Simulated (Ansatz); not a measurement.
# C₂H₇BOSi: single points with varied inputs

How do the results and run time of C₂H₇BOSi respond when the settings are drawn wide?

The runs use Ansatz 0.2.0, Gaussian basis; the settings change from run to run.

### Step 1. The relaxed structure

An earlier PBE0-D4 in a triple-zeta def2 set relaxation fixed the geometry.

SMILES `CC1B[SiH2]O1`, 12 atoms, charge 0, spin multiplicity 1.

Atoms are counted from 1 here; the program's logs count them from 0.

Bond lengths: C1–C2 1.520 Å, C1–H6 1.093 Å, C1–H7 1.092 Å, C1–H8 1.092 Å, C2–B3 1.581 Å, C2–O5 1.462 Å, C2–H9 1.102 Å, B3–Si4 2.003 Å, B3–H10 1.190 Å, Si4–O5 1.679 Å, Si4–H11 1.492 Å, Si4–H12 1.492 Å. Angles: C2–C1–H6 111.4°, C2–C1–H7 110.5°, C2–C1–H8 109.7°, H6–C1–H7 108.5°, H6–C1–H8 107.8°, H7–C1–H8 108.9°, C1–C2–B3 115.6°, C1–C2–O5 110.5°, C1–C2–H9 108.9°, B3–C2–O5 101.7°, B3–C2–H9 111.4°, O5–C2–H9 108.5°, C2–B3–Si4 81.6°, C2–B3–H10 129.3°, Si4–B3–H10 149.1°, B3–Si4–O5 79.2°, B3–Si4–H11 121.5°, B3–Si4–H12 120.2° and more.

### Step 2. HSE06/6-31G*

This run has charge +1, multiplicity 2, D3(BJ) dispersion, high accuracy.

File in.yaml:

```yaml
crystal:
  periodic: [false, false, false]
  atoms:
    - {symbol: C, position_ang: [-1.466998, 0.767902, -0.209654]}
    - {symbol: C, position_ang: [-0.272206, -0.088372, -0.595367]}
    - {symbol: B, position_ang: [0.089933, -1.249318, 0.414831]}
    - {symbol: Si, position_ang: [1.809134, -0.225825, 0.518478]}
    - {symbol: O, position_ang: [0.953608, 0.707820, -0.583581]}
    - {symbol: H, position_ang: [-1.390294, 1.119146, 0.822414]}
    - {symbol: H, position_ang: [-2.394210, 0.199875, -0.314307]}
    - {symbol: H, position_ang: [-1.514454, 1.645838, -0.857566]}
    - {symbol: H, position_ang: [-0.426525, -0.476847, -1.614642]}
    - {symbol: H, position_ang: [-0.565858, -2.181026, 0.758902]}
    - {symbol: H, position_ang: [2.193810, 0.527904, 1.746852]}
    - {symbol: H, position_ang: [3.060857, -0.802400, -0.052261]}
basis:
  gaussian: {orbitals: "6-31G*"}
total_charge: 1
magnetization: {spin_polarized: true, initial_magnetization: 1}
hamiltonian: {xc: {name: HSE06}, dispersion: d3bj}
accuracy: high
output: {forces: true}
```

Command:

```bash
$ ansatz run in.yaml --threads 4 --pin off --events-out ev --progress --plain --max-ram 10444MiB
```

Output (excerpt; [...] marks lines left out):

```text
Functional definition: HSE06
  name "HSE06"
  cite "Heyd, Scuseria & Ernzerhof, J. Chem. Phys. 118, 8207 (2003) doi:10.1063/1.1564060"
  cite "Krukau, Vydrov, Izmaylov & Scuseria, J. Chem. Phys. 125, 224106 (2006) doi:10.1063/1.2404663"
  cite "Heyd & Scuseria, J. Chem. Phys. 120, 7274 (2004) doi:10.1063/1.1668634"
  cite "Ernzerhof & Perdew, J. Chem. Phys. 109, 3313 (1998) doi:10.1063/1.476928"
  cite "Perdew, Burke & Ernzerhof, Phys. Rev. Lett. 77, 3865 (1996) doi:10.1103/PhysRevLett.77.3865"
  parent pbe
[...]
  # The whole range is PBE's own exchange, as in plane waves. The composition of these papers is wPBEh.
[...]
2229 factors; integrals over basis functions are off by at most 4.0e-9 eV
116 factors; integrals over basis functions are off by at most 1.2e-9 eV
[...]
mean field -12768.49747788 eV, -469.2336275136 hartree, gradient 7.8e-8 eV, S^2 0.753551; 5 other end points of the search recorded, 0 dependent functions left out
[...]
reference -12768.49748127 eV, -469.2336276381 hartree; 23, 22 occupied and 70, 71 virtual orbitals, 2229 factors
Total energy: -12768.66722132 eV, -469.2398654699 hartree
Atom 0 at    -1.466998     0.767902    -0.209654 Å, force    -0.064192    -0.916586     0.620954 eV/Å
Atom 1 at    -0.272206    -0.088372    -0.595367 Å, force     1.199005     2.502581     0.489712 eV/Å
Atom 2 at     0.089933    -1.249318     0.414831 Å, force    -2.618371    -2.306812     0.214830 eV/Å
Atom 3 at     1.809134    -0.225825     0.518478 Å, force     1.947811     1.611824    -1.100691 eV/Å
Atom 4 at     0.953608     0.707820    -0.583581 Å, force    -0.268786     0.224896    -0.526363 eV/Å
Atom 5 at    -1.390294     1.119146     0.822414 Å, force    -0.025472     0.195388     0.036531 eV/Å
Atom 6 at    -2.394210     0.199875    -0.314307 Å, force    -0.077875    -0.001649    -0.043179 eV/Å
Atom 7 at    -1.514454     1.645838    -0.857566 Å, force     0.249129     0.183502    -0.258336 eV/Å
Atom 8 at    -0.426525    -0.476847    -1.614642 Å, force     0.309048    -0.847686    -0.047084 eV/Å
Atom 9 at    -0.565858    -2.181026     0.758902 Å, force     0.408640    -0.029103     0.196697 eV/Å
Atom 10 at     2.193810     0.527904     1.746852 Å, force    -0.702996    -0.225320     0.390803 eV/Å
Atom 11 at     3.060857    -0.802400    -0.052261 Å, force    -0.355941    -0.391035     0.026123 eV/Å
Dipole moment:    -0.146349    -0.553083     0.296469 e Å
```

Run time: 17 s. Hardware: 4 threads, shared host; peak memory 0.59 GiB.

Largest force 3.496 eV/Å, ⟨S²⟩ 0.754.

### Step 3. revPBE0/aug-cc-pVDZ

Set apart from the defaults: unrestricted orbitals, a point charge of 0.50 e beside it, D4 dispersion, the search for lower states set to off.

in.yaml: that of step 2 with these lines changed.

```diff
@@ -16,7 +16,5 @@
 basis:
-  gaussian: {orbitals: "6-31G*"}
-total_charge: 1
-magnetization: {spin_polarized: true, initial_magnetization: 1}
-hamiltonian: {xc: {name: HSE06}, dispersion: d3bj}
-accuracy: high
-output: {forces: true}
+  gaussian: {orbitals: aug-cc-pVDZ, point_charges: [{charge: 0.50, position_ang: [8.025, -0.761, 0.157]}]}
+magnetization: {spin_polarized: true, initial_magnetization: 0}
+hamiltonian: {xc: {name: revPBE0}, dispersion: d4}
+scf: {lower_state_search: off}
```

Same command.

Output (excerpt; [...] marks lines left out):

```text
Functional definition: revPBE0
  name "revPBE0"
  cite "Zhang & Yang, Phys. Rev. Lett. 80, 890 (1998) doi:10.1103/PhysRevLett.80.890"
  cite "Adamo & Barone, J. Chem. Phys. 110, 6158 (1999) doi:10.1063/1.478522"
  cite "Perdew, Burke & Ernzerhof, Phys. Rev. Lett. 77, 3865 (1996) doi:10.1103/PhysRevLett.77.3865"
[...]
1635 factors; their error is unknown
[...]
mean field -12785.02845744 eV, -469.8411298073 hartree, gradient 3.9e-6 eV, S^2 0.000000; 0 other end points of the search recorded, 0 dependent functions left out
reference -12785.02854926 eV, -469.8411331818 hartree; 23, 23 occupied and 159, 159 virtual orbitals, 1635 factors
Total energy: -12785.62079969 eV, -469.8628979834 hartree
Checks for a lower state left out: stability, starts, cluster_reference, orbital_swaps, neighbouring_geometries, increment
```

It took 3.5 s on 4 threads, shared host; peak memory 0.59 GiB.

⟨S²⟩ 0.000.

### Step 4. wB97/STO-3G

Set apart from the defaults: unrestricted orbitals, atoms shaken by 0.15 Å.

File in.yaml:

```yaml
crystal:
  periodic: [false, false, false]
  atoms:
    - {symbol: C, position_ang: [-1.456619, 0.849971, -0.232946]}
    - {symbol: C, position_ang: [-0.228441, 0.020190, -0.838626]}
    - {symbol: B, position_ang: [0.123883, -0.940521, 0.439055]}
    - {symbol: Si, position_ang: [1.837765, -0.220752, 0.253848]}
    - {symbol: O, position_ang: [1.086697, 0.657608, -0.739057]}
    - {symbol: H, position_ang: [-1.625406, 1.132539, 0.852162]}
    - {symbol: H, position_ang: [-2.358307, 0.122943, -0.305569]}
    - {symbol: H, position_ang: [-1.470660, 1.733306, -0.768555]}
    - {symbol: H, position_ang: [-0.403612, -0.495581, -1.652302]}
    - {symbol: H, position_ang: [-0.529346, -2.352109, 0.588841]}
    - {symbol: H, position_ang: [2.266361, 0.430612, 1.508942]}
    - {symbol: H, position_ang: [2.824537, -1.124389, -0.027007]}
basis:
  gaussian: {orbitals: STO-3G}
magnetization: {spin_polarized: true, initial_magnetization: 0}
hamiltonian: {xc: {name: wB97}}
```

Same command.

Output (excerpt; [...] marks lines left out):

```text
Functional definition: wB97
  name "wB97"
  cite "Chai & Head-Gordon, J. Chem. Phys. 128, 084106 (2008) doi:10.1063/1.2834918"
  cite "Becke, J. Chem. Phys. 107, 8554 (1997) doi:10.1063/1.475007"
[...]
  # The coefficients of nought are those of the uniform gas.
[...]
      + integral(e_c_pw_opposite_spin*poly(b97_u_opposite, 1, cos1, cos2, cos3, cos4))
476 factors; integrals over basis functions are off by at most 7.3e-5 eV
223 factors; integrals over basis functions are off by at most 4.2e-6 eV
[...]
mean field -12628.85212888 eV, -464.1017555927 hartree, gradient 4.2e-5 eV, S^2 0.000000; 0 other end points of the search recorded, 0 dependent functions left out
reference -12628.85212192 eV, -464.1017553373 hartree; 23, 23 occupied and 13, 13 virtual orbitals, 476 factors
Total energy: -12628.85212192 eV, -464.1017553373 hartree
```

Run time: 2.4 s. Hardware: 4 threads, shared host; peak memory 0.25 GiB.

⟨S²⟩ 0.000.

### Step 5. SPW92/aug-cc-pVTZ

File in.yaml:

```yaml
crystal:
  periodic: [false, false, false]
  atoms:
    - {symbol: C, position_ang: [-1.466998, 0.767902, -0.209654]}
    - {symbol: C, position_ang: [-0.272206, -0.088372, -0.595367]}
    - {symbol: B, position_ang: [0.089933, -1.249318, 0.414831]}
    - {symbol: Si, position_ang: [1.809134, -0.225825, 0.518478]}
    - {symbol: O, position_ang: [0.953608, 0.707820, -0.583581]}
    - {symbol: H, position_ang: [-1.390294, 1.119146, 0.822414]}
    - {symbol: H, position_ang: [-2.394210, 0.199875, -0.314307]}
    - {symbol: H, position_ang: [-1.514454, 1.645838, -0.857566]}
    - {symbol: H, position_ang: [-0.426525, -0.476847, -1.614642]}
    - {symbol: H, position_ang: [-0.565858, -2.181026, 0.758902]}
    - {symbol: H, position_ang: [2.193810, 0.527904, 1.746852]}
    - {symbol: H, position_ang: [3.060857, -0.802400, -0.052261]}
basis:
  gaussian: {orbitals: aug-cc-pVTZ}
hamiltonian: {xc: {name: SPW92}}
output: {forces: true}
```

Launched as before.

Output (excerpt; [...] marks lines left out):

```text
Functional definition: SPW92
  name "SPW92"
  cite "Dirac, Proc. Camb. Phil. Soc. 26, 376 (1930) doi:10.1017/S0305004100016108"
  cite "Slater, Phys. Rev. 81, 385 (1951) doi:10.1103/PhysRev.81.385"
  cite "Perdew & Wang, Phys. Rev. B 45, 13244 (1992) doi:10.1103/PhysRevB.45.13244"
[...]
1630 factors; their error is unknown
[...]
mean field -12715.67547201 eV, -467.2924546019 hartree, gradient 4.4e-5 eV, S^2 0.000000; 0 other end points of the search recorded, 0 dependent functions left out
[...]
reference -12715.67554691 eV, -467.2924573546 hartree; 23, 23 occupied and 372, 372 virtual orbitals, 1630 factors
Total energy: -12715.67554691 eV, -467.2924573546 hartree
Atom 0 at    -1.466998     0.767902    -0.209654 Å, force     0.381789    -0.328193    -0.090110 eV/Å
Atom 1 at    -0.272206    -0.088372    -0.595367 Å, force     0.129340     0.067558     0.586871 eV/Å
Atom 2 at     0.089933    -1.249318     0.414831 Å, force     0.075741     0.421907    -0.255855 eV/Å
Atom 3 at     1.809134    -0.225825     0.518478 Å, force    -0.237050    -0.291775     0.107953 eV/Å
Atom 4 at     0.953608     0.707820    -0.583581 Å, force    -0.241296     0.218543    -0.250173 eV/Å
Atom 5 at    -1.390294     1.119146     0.822414 Å, force     0.039021     0.081446     0.267822 eV/Å
Atom 6 at    -2.394210     0.199875    -0.314307 Å, force    -0.240155    -0.149451    -0.031398 eV/Å
Atom 7 at    -1.514454     1.645838    -0.857566 Å, force     0.013859     0.230304    -0.188648 eV/Å
Atom 8 at    -0.426525    -0.476847    -1.614642 Å, force    -0.065439    -0.130351    -0.301131 eV/Å
Atom 9 at    -0.565858    -2.181026     0.758902 Å, force    -0.116541    -0.165611     0.062222 eV/Å
Atom 10 at     2.193810     0.527904     1.746852 Å, force     0.070395     0.124731     0.176083 eV/Å
Atom 11 at     3.060857    -0.802400    -0.052261 Å, force     0.190336    -0.079110    -0.083636 eV/Å
Dipole moment:    -0.246166    -0.186121     0.055991 e Å
```

It took 5.5 s on 4 threads, shared host; peak memory 0.74 GiB.

Largest force 0.605 eV/Å, dipole 1.51 D.

### Step 6. BHLYP/aug-cc-pVDZ

in.yaml: that of step 5 with these lines changed.

```diff
@@ -16,4 +16,3 @@
 basis:
-  gaussian: {orbitals: aug-cc-pVTZ}
-hamiltonian: {xc: {name: SPW92}}
-output: {forces: true}
+  gaussian: {orbitals: aug-cc-pVDZ}
+hamiltonian: {xc: {name: BHLYP}}
```

Same command.

Output:

```text
Functional definition: BHLYP
  name "BHLYP"
  cite "Becke, J. Chem. Phys. 98, 1372 (1993) doi:10.1063/1.464304"
  cite "Becke, Phys. Rev. A 38, 3098 (1988) doi:10.1103/PhysRevA.38.3098"
  cite "Lee, Yang & Parr, Phys. Rev. B 37, 785 (1988) doi:10.1103/PhysRevB.37.785"
  parameter a = 0.5
  exchange = (1 - a)*b88_x + a*exact_x
  correlation = lyp_c
1803 factors; their error is unknown
mean field evaluation 1: about -12778.5698 eV, gradient 5.5e1 eV
mean field evaluation 2: about -12776.6973 eV, gradient 6.5e1 eV
mean field evaluation 4: about -12785.6413 eV, gradient 3.5e0 eV
mean field evaluation 8: about -12785.6670 eV, gradient 3.4e-2 eV
mean field evaluation 16: about -12785.8195 eV, gradient 7.6e-5 eV
mean field -12785.81951828 eV, -469.8702007570 hartree, gradient 7.6e-5 eV, S^2 0.000000; 0 other end points of the search recorded, 0 dependent functions left out
reference -12785.81977001 eV, -469.8702100078 hartree; 23, 23 occupied and 159, 159 virtual orbitals, 1803 factors
Total energy: -12785.81977001 eV, -469.8702100078 hartree
```

It took 3.1 s on 4 threads, shared host; peak memory 0.38 GiB.

### Step 7. wB97M-V/def2-mTZVP

Set apart from the defaults: unrestricted orbitals, atoms shaken by 0.03 Å.

File in.yaml:

```yaml
crystal:
  periodic: [false, false, false]
  atoms:
    - {symbol: C, position_ang: [-1.498925, 0.775045, -0.163661]}
    - {symbol: C, position_ang: [-0.221447, -0.134807, -0.599385]}
    - {symbol: B, position_ang: [0.124201, -1.230579, 0.426592]}
    - {symbol: Si, position_ang: [1.826885, -0.189729, 0.566734]}
    - {symbol: O, position_ang: [0.947110, 0.717003, -0.588524]}
    - {symbol: H, position_ang: [-1.365590, 1.123380, 0.844313]}
    - {symbol: H, position_ang: [-2.425925, 0.250405, -0.309501]}
    - {symbol: H, position_ang: [-1.546247, 1.642823, -0.891834]}
    - {symbol: H, position_ang: [-0.429405, -0.490949, -1.630590]}
    - {symbol: H, position_ang: [-0.554614, -2.174418, 0.770957]}
    - {symbol: H, position_ang: [2.216722, 0.541463, 1.736313]}
    - {symbol: H, position_ang: [3.005344, -0.796501, -0.071827]}
basis:
  gaussian: {orbitals: def2-mTZVP}
magnetization: {spin_polarized: true, initial_magnetization: 0}
hamiltonian: {xc: {name: wB97M-V}}
output: {forces: true}
```

The command is unchanged.

Output (excerpt; [...] marks lines left out):

```text
Functional definition: wB97M-V
  name "wB97M-V"
  cite "Mardirossian & Head-Gordon, J. Chem. Phys. 144, 214110 (2016) doi:10.1063/1.4952647"
  cite "Becke, J. Chem. Phys. 107, 8554 (1997) doi:10.1063/1.475007"
  cite "Vydrov & Van Voorhis, J. Chem. Phys. 133, 244103 (2010) doi:10.1063/1.3521275"
  # Of w^i u^j: cxij and so on, Table III.
[...]
  gx(w, u) = 1 - cx + cx01*u + cx10*w
  gss(w, u) = css00 + css04*u^4 + css10*w + css20*w^2 + css43*w^4*u^3
  gos(w, u) = cos00 + cos10*w + (cos20 + cos21*u)*w^2 + (cos60 + cos61*u)*w^6
[...]
      + integral(e_c_pw_mod_opposite_spin*gos(b97_w_opposite, b97_u_opposite)) + vv10(b, c)
1174 factors; integrals over basis functions are off by at most 1.1e-3 eV
367 factors; integrals over basis functions are off by at most 7.8e-6 eV
[...]
Atom 2 at     0.124201    -1.230579     0.426592 Å, force    -0.420311    -1.038961     0.681561 eV/Å
Atom 3 at     1.826885    -0.189729     0.566734 Å, force    -0.576685    -0.260572    -1.156947 eV/Å
Atom 4 at     0.947110     0.717003    -0.588524 Å, force     0.611087    -0.033811     0.363942 eV/Å
Atom 5 at    -1.365590     1.123380     0.844313 Å, force    -0.125188     0.249500     0.395918 eV/Å
Atom 6 at    -2.425925     0.250405    -0.309501 Å, force    -0.372947    -0.479162     0.283774 eV/Å
Atom 7 at    -1.546247     1.642823    -0.891834 Å, force     0.337900    -0.806431     1.034988 eV/Å
Atom 8 at    -0.429405    -0.490949    -1.630590 Å, force     0.124733     0.087737     0.376919 eV/Å
Atom 9 at    -0.554614    -2.174418     0.770957 Å, force     0.419988     0.499371    -0.165091 eV/Å
Atom 10 at     2.216722     0.541463     1.736313 Å, force     0.308364     0.516973     0.733444 eV/Å
Atom 11 at     3.005344    -0.796501    -0.071827 Å, force     0.279089    -0.071232     0.067983 eV/Å
Dipole moment:    -0.180470    -0.206682     0.128013 e Å
```

It took 11 s on 4 threads, shared host; peak memory 0.62 GiB.

Largest force 2.599 eV/Å, dipole 1.45 D, ⟨S²⟩ 0.000.

### Step 8. BHLYP/STO-3G

Options: a grid of angular degree 11, a point charge of 1.00 e beside it.

File in.yaml:

```yaml
crystal:
  periodic: [false, false, false]
  atoms:
    - {symbol: C, position_ang: [-1.466998, 0.767902, -0.209654]}
    - {symbol: C, position_ang: [-0.272206, -0.088372, -0.595367]}
    - {symbol: B, position_ang: [0.089933, -1.249318, 0.414831]}
    - {symbol: Si, position_ang: [1.809134, -0.225825, 0.518478]}
    - {symbol: O, position_ang: [0.953608, 0.707820, -0.583581]}
    - {symbol: H, position_ang: [-1.390294, 1.119146, 0.822414]}
    - {symbol: H, position_ang: [-2.394210, 0.199875, -0.314307]}
    - {symbol: H, position_ang: [-1.514454, 1.645838, -0.857566]}
    - {symbol: H, position_ang: [-0.426525, -0.476847, -1.614642]}
    - {symbol: H, position_ang: [-0.565858, -2.181026, 0.758902]}
    - {symbol: H, position_ang: [2.193810, 0.527904, 1.746852]}
    - {symbol: H, position_ang: [3.060857, -0.802400, -0.052261]}
basis:
  gaussian: {orbitals: STO-3G, final_grid: {core_spheres: 5, valence_spheres: 4, degree: 11}, point_charges: [{charge: 1.00, position_ang: [7.380, 0.585, 0.054]}]}
hamiltonian: {xc: {name: BHLYP}}
output: {forces: true}
```

The command is unchanged.

Output (excerpt; [...] marks lines left out):

```text
Functional definition: BHLYP
  name "BHLYP"
  cite "Becke, J. Chem. Phys. 98, 1372 (1993) doi:10.1063/1.464304"
  cite "Becke, Phys. Rev. A 38, 3098 (1988) doi:10.1103/PhysRevA.38.3098"
  cite "Lee, Yang & Parr, Phys. Rev. B 37, 785 (1988) doi:10.1103/PhysRevB.37.785"
[...]
477 factors; integrals over basis functions are off by at most 1.0e-4 eV
[...]
mean field -12631.75553377 eV, -464.2084537548 hartree, gradient 5.4e-5 eV, S^2 0.000000; 0 other end points of the search recorded, 0 dependent functions left out
[...]
reference -12631.75585263 eV, -464.2084654725 hartree; 23, 23 occupied and 13, 13 virtual orbitals, 477 factors
Total energy: -12631.75585263 eV, -464.2084654725 hartree
Atom 0 at    -1.466998     0.767902    -0.209654 Å, force    -0.995673     0.525891     0.305250 eV/Å
Atom 1 at    -0.272206    -0.088372    -0.595367 Å, force     0.388249    -0.568556    -0.447553 eV/Å
Atom 2 at     0.089933    -1.249318     0.414831 Å, force     0.577762    -0.226845     0.464554 eV/Å
Atom 3 at     1.809134    -0.225825     0.518478 Å, force     0.976557    -1.576396     1.738322 eV/Å
Atom 4 at     0.953608     0.707820    -0.583581 Å, force    -0.007181     1.315455    -1.097574 eV/Å
Atom 5 at    -1.390294     1.119146     0.822414 Å, force    -0.007315    -0.007054    -0.042627 eV/Å
Atom 6 at    -2.394210     0.199875    -0.314307 Å, force     0.014998     0.040612    -0.045584 eV/Å
Atom 7 at    -1.514454     1.645838    -0.857566 Å, force    -0.149678     0.081685    -0.028927 eV/Å
Atom 8 at    -0.426525    -0.476847    -1.614642 Å, force    -0.262749    -0.058974    -0.201206 eV/Å
Atom 9 at    -0.565858    -2.181026     0.758902 Å, force     0.604584     0.602297    -0.124071 eV/Å
Atom 10 at     2.193810     0.527904     1.746852 Å, force    -0.196446    -0.661805    -1.022994 eV/Å
Atom 11 at     3.060857    -0.802400    -0.052261 Å, force    -0.925194     0.529810     0.512383 eV/Å
Dipole moment:    -0.177545    -0.259196     0.159007 e Å
```

Wall time 0.55 s (4 threads, shared host).

Largest force 2.542 eV/Å, dipole 1.69 D.

### Step 9. r2SCANh/def2-TZVPP

Set apart from the defaults: atoms shaken by 0.03 Å, D3(BJ) with three-body dispersion.

File in.yaml:

```yaml
crystal:
  periodic: [false, false, false]
  atoms:
    - {symbol: C, position_ang: [-1.476171, 0.782152, -0.197525]}
    - {symbol: C, position_ang: [-0.258512, -0.058083, -0.626194]}
    - {symbol: B, position_ang: [0.073847, -1.294355, 0.349779]}
    - {symbol: Si, position_ang: [1.795792, -0.244119, 0.459101]}
    - {symbol: O, position_ang: [0.958279, 0.737887, -0.552849]}
    - {symbol: H, position_ang: [-1.412432, 1.128792, 0.818555]}
    - {symbol: H, position_ang: [-2.375373, 0.163847, -0.286867]}
    - {symbol: H, position_ang: [-1.552807, 1.597634, -0.905724]}
    - {symbol: H, position_ang: [-0.433579, -0.458293, -1.567288]}
    - {symbol: H, position_ang: [-0.556324, -2.150478, 0.762325]}
    - {symbol: H, position_ang: [2.222144, 0.487343, 1.728311]}
    - {symbol: H, position_ang: [3.117599, -0.794636, -0.013432]}
basis:
  gaussian: {orbitals: def2-TZVPP}
hamiltonian: {xc: {name: r2SCANh}, dispersion: d3bjatm}
```

Same command.

Output (excerpt; [...] marks lines left out):

```text
Functional definition: r2SCANh
  name "r2SCANh"
  cite "Bursch, Neugebauer, Ehlert & Grimme, J. Chem. Phys. 156, 134105 (2022) doi:10.1063/5.0086040"
  cite "Furness, Kaplan, Ning, Perdew & Sun, J. Phys. Chem. Lett. 11, 8208 (2020) doi:10.1021/acs.jpclett.0c02405"
  cite "Furness, Kaplan, Ning, Perdew & Sun, J. Phys. Chem. Lett. 11, 9248 (2020) doi:10.1021/acs.jpclett.0c03077"
  parent r2scan
[...]
1381 factors; their error is unknown
[...]
mean field -12786.31781362 eV, -469.8885127730 hartree, gradient 2.1e-5 eV, S^2 0.000000; 0 other end points of the search recorded, 0 dependent functions left out
reference -12786.31782693 eV, -469.8885132621 hartree; 23, 23 occupied and 241, 241 virtual orbitals, 1381 factors
Total energy: -12786.39190318 eV, -469.8912355143 hartree
```

Run time: 5.5 s. Hardware: 4 threads, shared host; peak memory 0.56 GiB.

### Step 10. The runs in one table

```tsv
level	charge	multiplicity	geometry	functions	energy (eV)	time
HSE06/6-31G*	1	2	relaxed	93	-12768.667	17 s
revPBE0/aug-cc-pVDZ	0	1	relaxed, point charge	182	-12785.621	3.5 s
wB97/STO-3G	0	1	shaken	36	-12628.852	2.4 s
SPW92/aug-cc-pVTZ	0	1	relaxed	395	-12715.676	5.5 s
BHLYP/aug-cc-pVDZ	0	1	relaxed	182	-12785.820	3.1 s
wB97M-V/def2-mTZVP	0	1	shaken	124	-12786.667	11 s
BHLYP/STO-3G	0	1	relaxed, point charge	36	-12631.756	0.55 s
r2SCANh/def2-TZVPP	0	1	shaken	264	-12786.392	5.5 s
```

### Step 11. Outcome

```
                                         quantity                 value
                                             runs                     8
                                         quickest  BHLYP/STO-3G, 0.55 s
                                          slowest    HSE06/6-31G*, 17 s
spread of total energies, same state and geometry               70.1 eV
```

What this shows: HSE06/6-31G* took 31 times as long as BHLYP/STO-3G. The jobs differ in tasks and options as well as level. The totals spread over 70 eV; they can't be compared across methods or bases. At the PBE0-D4/def2-TZVP geometry and in the same state, runs without warnings or point charges leave forces up to 0.60 eV/Å (SPW92/aug-cc-pVTZ), against 2.6 eV/Å where the atoms were moved.
